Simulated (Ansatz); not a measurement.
# CH3F3NSi radical: small, medium and large basis sets

An exercise on one series of results from a longer session: the logs are not shown, and one member is left open.

Computed with Ansatz 0.2.0, Gaussian basis. Level: one geometry, several basis sets.

The runs, in order: PBE0-D4/def2-SVP; ωB97M-V/def2-SVP; PBE0-D4/def2-QZVPP; ωB97M-V/def2-QZVPP; the functionals' def2-TZVPP values are taken from earlier runs.

### Structure used throughout

All runs share one geometry, relaxed beforehand with PBE0-D4 in a triple-zeta def2 set.

SMILES `C[N][Si](F)(F)F`, 9 atoms, charge 0, spin multiplicity 2.

Atoms are counted from 1 here; the program's logs count them from 0.

Bond lengths: C1–N2 1.415 Å, C1–H7 1.094 Å, C1–H8 1.105 Å, C1–H9 1.097 Å, N2–Si3 1.704 Å, Si3–F4 1.573 Å, Si3–F5 1.570 Å, Si3–F6 1.579 Å. Angles: N2–C1–H7 111.1°, N2–C1–H8 107.4°, N2–C1–H9 115.2°, H7–C1–H8 105.9°, H7–C1–H9 110.5°, H8–C1–H9 106.2°, C1–N2–Si3 125.4°, N2–Si3–F4 109.4°, N2–Si3–F5 109.3°, N2–Si3–F6 114.7°, F4–Si3–F5 108.5°, F4–Si3–F6 107.6°, F5–Si3–F6 107.2°.

The first run:

Input file in.yaml:

```yaml
crystal:
  periodic: [false, false, false]
  atoms:
    - {symbol: C, position_ang: [0.177251, -1.166852, 0.814051]}
    - {symbol: N, position_ang: [0.542438, -0.465006, -0.359209]}
    - {symbol: Si, position_ang: [-0.050673, 1.064414, -0.820812]}
    - {symbol: F, position_ang: [-1.123476, 0.886231, -1.956913]}
    - {symbol: F, position_ang: [1.130696, 1.932134, -1.383259]}
    - {symbol: F, position_ang: [-0.722149, 1.890456, 0.344965]}
    - {symbol: H, position_ang: [0.945438, -1.894185, 1.092539]}
    - {symbol: H, position_ang: [-0.726653, -1.756285, 0.577989]}
    - {symbol: H, position_ang: [-0.084371, -0.537208, 1.673650]}
basis:
  gaussian: {orbitals: def2-SVP}
magnetization: {spin_polarized: true, initial_magnetization: 1}
hamiltonian: {xc: pbe0, dispersion: d4}
output: {orbitals: {seedname: orbitals}}
```

Launch:

```sh
ansatz run in.yaml --threads 2 --pin off --events-out ev --progress --plain --max-ram 32768MiB --backend cpu
```

Among the steps run: PBE0-D4 in def2-SVP; ωB97M-V in def2-SVP; PBE0-D4 in def2-QZVPP; ωB97M-V in def2-QZVPP.

One of the session's tables, all rows but one given; the rest of the session is left out.

It belongs to the step «Functionals by basis». 

| functional | basis | HOMO (eV) | LUMO (eV) |
| --- | --- | --- | --- |
| PBE0-D4 | def2-SVP | -7.85 | -3.69 |
| PBE0-D4 | def2-TZVPP | -8.02 | -3.82 |
| PBE0-D4 | def2-QZVPP | -8.06 | -3.86 |
| ωB97M-V | def2-SVP | -10.19 | -1.50 |
| ωB97M-V | def2-TZVPP | -10.38 | -1.71 |
| ωB97M-V | def2-QZVPP | ? | ? |

Q: Estimate the row for ωB97M-V, def2-QZVPP from the others.

**Answer.** HOMO (eV): -10.42; LUMO (eV): -1.76. In the column «HOMO (eV)» it is the lowest.
